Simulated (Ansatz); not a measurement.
Run this with Ansatz's Python interface and show what comes out.

`methods_fgah3no.py`:
```python
"""FGaH3NO at several levels of theory."""

import ansatz

GEOMETRY = """
N    -0.85149    1.15823   -0.37620
Ga    0.08829   -0.39013   -0.08988
O     1.67553   -0.46720    0.60431
F    -0.56439   -1.92844   -0.62647
H    -1.85962    1.03905   -0.41292
H    -0.62066    1.89826    0.27858
H     2.13233   -1.30977    0.62258
"""

system = ansatz.Crystal.molecule()
for line in GEOMETRY.strip().splitlines():
    symbol, *xyz = line.split()
    system = system.atom(symbol, [float(v) for v in xyz])

setup = system.calculation()
setup = setup.basis(gaussian="def2-SVP")
setup = setup.scf(lower_state_search="light")

methods = ["mp2", "ccsd", "ccsd_t"]
batch = ansatz.Session.batch([setup.correlation(m).input() for m in methods])
reports = sorted(batch.plan().execute().molecular_reports, key=lambda each: each["member"])
print(f"Hartree-Fock reference {reports[0]['reference_energy_ev'] / 27.211386246:.6f} Ha")
best = reports[-1]["free_energy_ev"] - reports[-1]["reference_energy_ev"]
for method, each in zip(methods, reports):
    gained = each["free_energy_ev"] - each["reference_energy_ev"]
    print(f"{method:8s} total {each['free_energy_ev'] / 27.211386246:.6f} Ha  correlation {gained:9.4f} eV  ({100 * gained / best:.1f} % of the last)")
```

```console
$ python methods_fgah3no.py
Hartree-Fock reference -2153.408744 Ha
mp2      total -2154.168624 Ha  correlation  -20.6774 eV  (97.2 % of the last)
ccsd     total -2154.172340 Ha  correlation  -20.7785 eV  (97.7 % of the last)
ccsd_t   total -2154.190589 Ha  correlation  -21.2751 eV  (100.0 % of the last)
```

Notes:
- These settings explore the input space; basis and method may be short of convergence.
- The geometry is a force-field or estimated start, not a minimum of this method, and the basis set is short of its limit. A lower total doesn't mark the better method: functionals have no common bound, and MP2 and coupled cluster aren't variational.
- Inner cores stay frozen; a filled d shell under the valence of the heavier atoms is correlated with it.

(Lines on the test bed's own set-up are left out of the output.)
